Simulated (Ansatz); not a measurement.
# TiBr2F2: basis-set convergence

An exercise on one series of results from a longer session: the logs are not shown, and one member is left open.

Method: one geometry, several basis sets; program: Ansatz 0.2.0, Gaussian basis.

Plan: PBE0-D4/def2-SVP; ωB97M-V/def2-SVP; PBE0-D4/def2-QZVPP; ωB97M-V/def2-QZVPP; the functionals' def2-TZVPP values are taken from earlier runs.

## The relaxed structure

An earlier PBE0-D4 in a triple-zeta def2 set relaxation fixed the geometry.

SMILES `[F][Ti]([F])([Br])[Br]`, 5 atoms, charge 0, spin multiplicity 1.

Atoms are counted from 1 here; the program's logs count them from 0.

Bond lengths: F1–Ti2 1.733 Å, Ti2–F3 1.733 Å, Ti2–Br4 2.325 Å, Ti2–Br5 2.325 Å. Angles: F1–Ti2–F3 109.3°, F1–Ti2–Br4 109.5°, F1–Ti2–Br5 109.5°, F3–Ti2–Br4 109.5°, F3–Ti2–Br5 109.5°, Br4–Ti2–Br5 109.6°.

As a file:

```xyz
5
Br2F2Ti
F     0.0512   -0.3628    1.7720
Ti    0.0948   -0.0945    0.0606
F     1.3951   -1.0080   -0.6305
Br   -1.9179   -0.7755   -0.8824
Br    0.4265    2.1672   -0.3612
```

The first run:

File in.yaml:

```yaml
crystal:
  periodic: [false, false, false]
  atoms:
    - {symbol: F, position_ang: [0.051229, -0.362833, 1.772012]}
    - {symbol: Ti, position_ang: [0.094778, -0.094523, 0.060594]}
    - {symbol: F, position_ang: [1.395116, -1.007965, -0.630481]}
    - {symbol: Br, position_ang: [-1.917856, -0.775523, -0.882355]}
    - {symbol: Br, position_ang: [0.426532, 2.167245, -0.361171]}
basis:
  gaussian: {orbitals: def2-SVP}
hamiltonian: {xc: pbe0, dispersion: d4}
output: {orbitals: {seedname: orbitals}}
```

Command:

```
> ansatz run in.yaml --threads 8 --pin off --events-out ev --progress --plain --max-ram 18278MiB
```

Among the steps run: PBE0-D4 in def2-SVP; ωB97M-V in def2-SVP; PBE0-D4 in def2-QZVPP; ωB97M-V in def2-QZVPP.

One table of the session follows, with a row left open; its other results are not shown here.

It belongs to the step «Density functionals: the series». 

```
functional       basis  HOMO (eV)  LUMO (eV)
   PBE0-D4    def2-SVP      -9.00      -3.76
   PBE0-D4  def2-TZVPP      -9.06      -3.65
   PBE0-D4  def2-QZVPP      -9.06      -3.64
   ωB97M-V    def2-SVP          ?          ?
   ωB97M-V  def2-TZVPP     -11.17      -1.54
   ωB97M-V  def2-QZVPP     -11.17      -1.54
```

Q: Estimate the row for ωB97M-V, def2-SVP from the others.

As computed: HOMO (eV): -11.07; LUMO (eV): -1.62. In the column «HOMO (eV)» it lies between ωB97M-V, def2-QZVPP (-11.17) and PBE0-D4, def2-TZVPP (-9.06).
